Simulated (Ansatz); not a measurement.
# CH₅BClNSn: up Jacob's ladder to CCSD(T)

The task here is to estimate one member of a computed series from the others.

Method: functionals in def2-TZVPP, the program's frozen cores in correlated methods; program: Ansatz 0.2.0, Gaussian basis.

Plan: LDA (SPW92), PBE-D4, revPBE-D4, BLYP-D4, r2SCAN-D4, B97M-V, PBE0-D4, B3LYP-D4, r2SCANh-D4, r2SCAN0-D4, HSE06-D4, BHLYP-D4, CAM-B3LYP-D4, LC-ωPBE, ωB97X-V, ωB97M-V, B2PLYP, PBE-QIDH; CCSD(T)/def2-SVP; CCSD(T)/def2-TZVPP; MP2/def2-QZVPP; extrapolation to the limit; RPA on PBE.

## The relaxed structure

An earlier PBE0-D4 in a triple-zeta def2 set relaxation fixed the geometry. Sn takes the def2 core potential; no spin-orbit term is included.

10 atoms, charge 0, spin multiplicity 1.

Atoms are counted from 1 here; the program's logs count them from 0.

Bond lengths: N1–B2 1.444 Å, N1–H6 1.008 Å, N1–H7 1.013 Å, B2–C3 1.514 Å, B2–Sn4 2.594 Å, B2–H10 1.199 Å, C3–Sn4 2.292 Å, C3–H8 1.086 Å, C3–H9 1.089 Å, Sn4–Cl5 2.422 Å. Angles: B2–N1–H6 121.4°, B2–N1–H7 122.0°, H6–N1–H7 112.6°, N1–B2–C3 117.7°, N1–B2–Sn4 74.3°, N1–B2–H10 115.6°, C3–B2–Sn4 61.3°, C3–B2–H10 123.6°, Sn4–B2–H10 119.9°, B2–C3–Sn4 83.3°, B2–C3–H8 118.2°, B2–C3–H9 121.0°, Sn4–C3–H8 118.3°, Sn4–C3–H9 97.6°, H8–C3–H9 112.8°, B2–Sn4–C3 35.4°, B2–Sn4–Cl5 100.5°, C3–Sn4–Cl5 91.2°.

Coordinates:

```
N    -0.8492    0.9603    0.2378
B    -0.0474    0.0369    1.0061
C     0.6282   -1.0960    0.2637
Sn    1.3526    0.5932   -1.1059
Cl   -0.1869   -0.0881   -2.8470
H    -1.2257    1.7981    0.6519
H    -1.3596    0.6701   -0.5875
H     1.3714   -1.6859    0.7921
H     0.0910   -1.6712   -0.4897
H     0.3087    0.4314    2.0815
```

Set-up of the first run:

File in.yaml:

```yaml
crystal:
  periodic: [false, false, false]
  atoms:
    - {symbol: N, position_ang: [-0.849243, 0.960322, 0.237756]}
    - {symbol: B, position_ang: [-0.047418, 0.036933, 1.006135]}
    - {symbol: C, position_ang: [0.628154, -1.095970, 0.263671]}
    - {symbol: Sn, position_ang: [1.352589, 0.593235, -1.105852]}
    - {symbol: Cl, position_ang: [-0.186891, -0.088090, -2.847006]}
    - {symbol: H, position_ang: [-1.225704, 1.798051, 0.651940]}
    - {symbol: H, position_ang: [-1.359589, 0.670095, -0.587547]}
    - {symbol: H, position_ang: [1.371426, -1.685850, 0.792090]}
    - {symbol: H, position_ang: [0.091019, -1.671187, -0.489670]}
    - {symbol: H, position_ang: [0.308657, 0.431362, 2.081484]}
basis:
  gaussian: {orbitals: def2-TZVPP}
hamiltonian: {xc: lda}
output: {orbitals: {seedname: orbitals}}
```

Among the steps run: LDA; PBE-D4 (GGA); revPBE-D4 (GGA); BLYP-D4 (GGA); r2SCAN-D4 (meta-GGA); B97M-V (meta-GGA); PBE0-D4 (hybrid); B3LYP-D4 (hybrid); r2SCANh-D4 (hybrid); r2SCAN0-D4 (hybrid); HSE06-D4 (hybrid); BHLYP-D4 (hybrid); CAM-B3LYP-D4 (range-separated); LC-ωPBE (range-separated); ωB97X-V (range-separated); ωB97M-V (range-separated); B2PLYP (double hybrid); PBE-QIDH (double hybrid).

One table of the session follows, with a row left open; its other results are not shown here.

It belongs to the step «Orbital energies across the functionals». 

| functional | HOMO (eV) | LUMO (eV) | gap (eV) |
| --- | --- | --- | --- |
| LDA (SPW92) | -5.77 | -2.77 | 3.00 |
| PBE-D4 | -5.57 | -2.52 | 3.05 |
| revPBE-D4 | ? | ? | ? |
| BLYP-D4 | -5.41 | -2.43 | 2.98 |
| r2SCAN-D4 | -5.79 | -2.39 | 3.39 |
| B97M-V | -5.73 | -2.43 | 3.30 |
| PBE0-D4 | -6.54 | -1.82 | 4.73 |
| B3LYP-D4 | -6.35 | -2.03 | 4.32 |
| r2SCANh-D4 | -6.15 | -2.13 | 4.02 |
| r2SCAN0-D4 | -6.69 | -1.74 | 4.95 |
| HSE06-D4 | -6.16 | -2.18 | 3.98 |
| BHLYP-D4 | -7.36 | -1.06 | 6.30 |
| CAM-B3LYP-D4 | -7.73 | -0.90 | 6.83 |
| LC-ωPBE | -8.96 | 0.14 | 9.10 |
| ωB97X-V | -8.65 | 0.05 | 8.70 |
| ωB97M-V | -8.56 | -0.12 | 8.44 |

**Question.** Estimate the row for revPBE-D4.

**Answer.** HOMO (eV): -5.51; LUMO (eV): -2.42; gap (eV): 3.08. In the column «HOMO (eV)» it lies between PBE-D4 (-5.57) and BLYP-D4 (-5.41).
